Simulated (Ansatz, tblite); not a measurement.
# The cluster HfAl6: competing shapes

An exercise on one series of results from a longer session: the logs are not shown, and one member is left open.

Method: relaxed with r2SCAN-D4/def2-SVP, singlet; program: Ansatz 0.2.0, Gaussian basis.

2 further runs of the same task are left out: 2 set aside as unsound or not needed.

## The starting structure

7 atoms, charge 0, spin multiplicity 1.

Atoms are counted from 1 here; the program's logs count them from 0.

Bond lengths: Hf1–Al2 3.509 Å, Hf1–Al3 2.965 Å, Hf1–Al4 3.483 Å, Hf1–Al5 2.967 Å, Hf1–Al6 3.477 Å, Hf1–Al7 2.956 Å, Al2–Al3 2.597 Å, Al2–Al5 2.593 Å, Al3–Al6 2.596 Å, Al4–Al5 2.599 Å, Al4–Al7 2.599 Å, Al6–Al7 2.597 Å. Angles: Al2–Hf1–Al3 46.4°, Al2–Hf1–Al4 79.4°, Al2–Hf1–Al5 46.3°, Al2–Hf1–Al6 79.6°, Al2–Hf1–Al7 103.0°, Al3–Hf1–Al4 102.8°, Al3–Hf1–Al5 90.4°, Al3–Hf1–Al6 46.7°, Al3–Hf1–Al7 91.0°, Al4–Hf1–Al5 46.7°, Al4–Hf1–Al6 79.8°, Al4–Hf1–Al7 46.7°, Al5–Hf1–Al6 103.1°, Al5–Hf1–Al7 91.1°, Al6–Hf1–Al7 46.8°, Hf1–Al2–Al3 55.7°, Hf1–Al2–Al5 55.8°, Al3–Al2–Al5 108.3° and more.

Geometry (Å):

| atom | x (Å) | y (Å) | z (Å) |
| --- | --- | --- | --- |
| Hf1 | -0.46531 | -1.66554 | -0.05076 |
| Al2 | -1.37600 | 1.11935 | -1.98192 |
| Al3 | 0.84190 | -0.20025 | -2.27238 |
| Al4 | -0.74023 | 0.77085 | 2.42290 |
| Al5 | -2.32951 | 0.60271 | 0.37385 |
| Al6 | 2.62071 | -0.09950 | -0.38474 |
| Al7 | 1.44845 | -0.52762 | 1.89305 |

Hf takes a core potential in the def2 sets. No spin-orbit coupling is included.

A search from random starts with GFN1-xTB found 4 distinct shapes; 2 go on here. The structure above is candidate A, which lies 0.00 eV above the lowest at that level; B lies 0.25 eV above the lowest at that level.

The first run:

Input file in.yaml:

```yaml
crystal:
  periodic: [false, false, false]
  atoms:
    - {symbol: Hf, position_ang: [-0.465310, -1.665540, -0.050760]}
    - {symbol: Al, position_ang: [-1.376000, 1.119350, -1.981920]}
    - {symbol: Al, position_ang: [0.841900, -0.200250, -2.272380]}
    - {symbol: Al, position_ang: [-0.740230, 0.770850, 2.422900]}
    - {symbol: Al, position_ang: [-2.329510, 0.602710, 0.373850]}
    - {symbol: Al, position_ang: [2.620710, -0.099500, -0.384740]}
    - {symbol: Al, position_ang: [1.448450, -0.527620, 1.893050]}
basis:
  gaussian: {orbitals: def2-SVP}
hamiltonian: {xc: r2scan, dispersion: d4}
scf: {lower_state_search: "off"}
output: {orbitals: {seedname: orbitals}}
relax: {f_tol: 0.02, max_steps: 100}
```

Launch:

```sh
ansatz run in.yaml --threads 4 --pin off --events-out ev --progress --plain --max-ram 8704MiB
```

Steps of the session up to this table: Relaxing candidate A; Relaxing candidate B; Candidate B, PBE0-D4/def2-TZVP; Candidate B, PBE-D4/def2-TZVP; Candidate B, r2SCAN-D4/def2-TZVP; Candidate B, HSE06-D4/def2-TZVP; Candidate B, BHLYP-D4/def2-TZVP; Candidate B, CCSD(T)/def2-TZVP.

One of the session's tables, all rows but one given; the rest of the session is left out.

It belongs to the step «B against A». 

| level | B above A (kcal/mol) |
| --- | --- |
| GFN1-xTB | +13.4 |
| HF/def2-TZVP | +11.3 |
| PBE-D4/def2-TZVP | +18.0 |
| r2SCAN-D4/def2-TZVP | +19.2 |
| PBE0-D4/def2-TZVP | +19.0 |
| HSE06-D4/def2-TZVP | +18.9 |
| BHLYP-D4/def2-TZVP | +15.2 |
| MP2/def2-TZVP | +34.5 |
| CCSD/def2-TZVP | ? |
| CCSD(T)/def2-TZVP | +19.3 |

Estimate the missing values for CCSD/def2-TZVP.

As computed: B above A (kcal/mol): +16.4. In the column «B above A (kcal/mol)» it lies between BHLYP-D4/def2-TZVP (+15.2) and PBE-D4/def2-TZVP (+18.0).

CCSD(T)/def2-TZVP is no safe reference here (restricted state is unstable towards broken spin symmetry).

To keep in mind: The search was small, so a lower isomer may exist. Only singlets are compared; another spin may lie lower and prefer another shape.
